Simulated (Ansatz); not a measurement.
TaV:

```
Ta V
1.0
     1.60670   -2.30777    0.00000
     1.60670    2.30777    0.00000
     0.00000    0.00000    4.34136
Ta V
1 1
Direct
  0.00000 0.00000 0.00000
  0.50000 0.50000 0.50000
```

The cell comes from a database or a generator and needn't be the stable form of this composition.

```yaml
Program: Ansatz 0.2.0
Task: relaxation of cell and atoms
Functional: RPBE
Potentials_or_basis: all-electron LAPW, scalar-relativistic
Basis_error_allowed: 0.001 eV/atom
k_mesh: 7 × 7 × 5
Occupations: fermi-dirac, width 0.05 eV
Spin: collinear spin, ferromagnetic start
Starting_moments: "[0.0, 2.0] μB"
```

At the start: volume 16.10 Å³/atom.

**Question.** How do energy, volume and symmetry change on relaxing?

**Answer.** Over 5 steps the energy falls by 3.5 meV/atom and the volume is 16.42 Å³/atom (+2.0 %); space group Cmmm (No. 65, to 0.05 Å); moment 0.56 μB per cell.

Step by step:
```csv
step,energy change (eV),largest force (eV/Å),volume (Å³)
1,0.0000,0.0000,32.19
2,-0.0071,0.0000,32.83
3,-0.0071,0.0000,32.84
4,-0.0071,0.0000,32.84
5,-0.0071,0.0000,32.84
```

Final structure:
```xyz
2
Lattice="1.6229 -2.3195 0.0000 1.6229 2.3195 0.0000 0.0000 0.0000 4.3625" Properties=species:S:1:pos:R:3 pbc="T T T"
Ta    0.0000    0.0000    0.0000
V     1.6229    0.0000    2.1812
```

Caveat: the k mesh is thin for a metal, which can move the energy by tens of meV per atom.
